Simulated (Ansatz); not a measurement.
# CH5FOSi (SMILES CO[SiH2]F): MP2/def2-SVP

Aim: the vertical ionisation energy of CH5FOSi at MP2/def2-SVP, from 2 runs. 

The calculation is run with Ansatz 0.2.0.

128 further runs of the same task are left out: 128 set aside as unsound or not needed. Runs told in other sessions of the task aren't counted.

### Step 1. The molecule

The species is CH5FOSi (9 atoms), meant as a singlet with charge 0. SMILES: `CO[SiH2]F`. The coordinates come from a PBE0-D4/def2-TZVP relaxation. This is one conformer, not always the lowest.

Bond lengths: C1–O2 1.412 Å, O2–Si3 1.623 Å, Si3–F4 1.598 Å, C1–H5 1.094 Å, C1–H6 1.091 Å, C1–H7 1.096 Å, Si3–H8 1.474 Å, Si3–H9 1.483 Å. Some angles: C1–O2–Si3 125.2°, O2–Si3–F4 111.1°, O2–C1–H5 110.6°, O2–C1–H6 108.3°, O2–C1–H7 111.7°, O2–Si3–H8 106.8°, O2–Si3–H9 110.6°, F4–Si3–H8 108.2°, F4–Si3–H9 105.9°, H5–C1–H6 108.8°.

### Step 2. The energy at MP2/def2-SVP

run.yaml

```yaml
crystal:
  periodic: [false, false, false]
  atoms:
    - {symbol: C, position_ang: [-0.280200, 1.150700, -0.688400]}
    - {symbol: O, position_ang: [-0.743600, -0.064200, -0.138000]}
    - {symbol: Si, position_ang: [0.168900, -1.127700, 0.679900]}
    - {symbol: F, position_ang: [1.202000, -1.865200, -0.290100]}
    - {symbol: H, position_ang: [0.189600, 0.979000, -1.660800]}
    - {symbol: H, position_ang: [-1.135900, 1.813600, -0.823000]}
    - {symbol: H, position_ang: [0.443400, 1.643500, -0.029000]}
    - {symbol: H, position_ang: [-0.748200, -2.141700, 1.231900]}
    - {symbol: H, position_ang: [0.992400, -0.434200, 1.700300]}
basis:
  gaussian: {orbitals: def2-SVP}
correlation: {method: mp2, frozen_orbitals: {C: 1, F: 1, H: 0, O: 1, Si: 5}}
accuracy: high
```

Run with:

```console
$ ansatz run run.yaml --threads 1 --pin off --max-ram 3480MiB --events-out events.jsonl --progress --plain --runs-dir runs
```

The program printed:

```text
Warning: RAYON_NUM_THREADS=1 ignored (pool sized by the plan → 1); use --threads N
Functional definition: HF
  name "HF"
  exchange = exact_x
  correlation = 0
1923 factors; integrals over basis functions are off by at most 3.8e-9 eV
mean field evaluation 1: about -13707.6696 eV, gradient 3.5e1 eV
mean field evaluation 2: about -13707.7625 eV, gradient 3.5e1 eV
mean field evaluation 4: about -13710.2643 eV, gradient 2.8e0 eV
mean field evaluation 8: about -13710.2921 eV, gradient 1.8e-1 eV
mean field evaluation 16: about -13710.2922 eV, gradient 1.4e-8 eV
mean field -13710.29221787 eV, -503.8439458370 hartree, gradient 1.4e-8 eV, S^2 0.000000; 0 other end points of the search recorded, 0 dependent functions left out
8 core orbitals not correlated: weight in the atoms' cores, before any rotation towards them, 1.000 or more for the frozen orbitals, at most 0.000 for the correlated occupied ones
reference -13710.29221787 eV, -503.8439458370 hartree; 13, 13 occupied and 64, 64 virtual orbitals, 1923 factors
second order -16.56210889 eV of doubles, -0.00000000 eV of singles
Total energy: -13726.85432676 eV, -504.4525921124 hartree
```

Wall time 2.8 s (1 thread of Arm Neoverse V2, shared host); peak memory 0.22 GiB.

### Step 3. The doublet cation

run.yaml, as its differences from that of step 2:

```diff
@@ -13,4 +13,11 @@
 basis:
-  gaussian: {orbitals: def2-SVP}
-correlation: {method: mp2, frozen_orbitals: {C: 1, F: 1, H: 0, O: 1, Si: 5}}
+  gaussian:
+    orbitals: def2-SVP
+total_charge: 1
+magnetization:
+  spin_polarized: true
+  initial_magnetization: 1
+correlation:
+  method: mp2
+  frozen_orbitals: {C: 1, F: 1, H: 0, O: 1, Si: 5}
 accuracy: high
```

Run with:

```console
$ ansatz run run.yaml --threads 1 --pin off --max-ram 3480MiB --events-out events.jsonl --progress --plain --runs-dir runs
```

The program printed (excerpt; [...] marks lines left out):

```text
Warning: RAYON_NUM_THREADS=1 ignored (pool sized by the plan → 1); use --threads N
Functional definition: HF
  name "HF"
[...]
1923 factors; integrals over basis functions are off by at most 3.8e-9 eV
[...]
mean field -13699.87171989 eV, -503.4609995994 hartree, gradient 3.3e-8 eV, S^2 0.760368; 6 other end points of the search recorded, 0 dependent functions left out
8 core orbitals not correlated: weight in the atoms' cores, before any rotation towards them, 1.000 or more for the frozen orbitals, at most 0.000 for the correlated occupied ones
reference -13699.87171989 eV, -503.4609995994 hartree; 13, 12 occupied and 64, 65 virtual orbitals, 1923 factors
second order -15.32263121 eV of doubles, -0.00000000 eV of singles
Total energy: -13715.19435110 eV, -504.0240959102 hartree
```

Run time: 7.8 s. Hardware: 1 thread of Arm Neoverse V2, shared host; peak memory 0.39 GiB.

### Step 4. Summary of results

Level: MP2/def2-SVP, 8 core orbitals frozen.

| quantity | value |
| --- | --- |
| singlet CH5FOSi: total energy | -504.45259 Eh |
| singlet CH5FOSi: correlation energy (8 core orbitals frozen) | -608.6 mEh |
| doublet cation: total energy | -504.02410 Eh |
| doublet cation: correlation energy (8 core orbitals frozen) | -563.1 mEh |
| doublet cation: ⟨S²⟩ of the reference determinant | 0.760 |
| vertical ionisation energy (to the doublet cation) | 11.660 eV |

**Reading.** Removing an electron at fixed nuclei costs 11.66 eV (1125 kJ/mol).
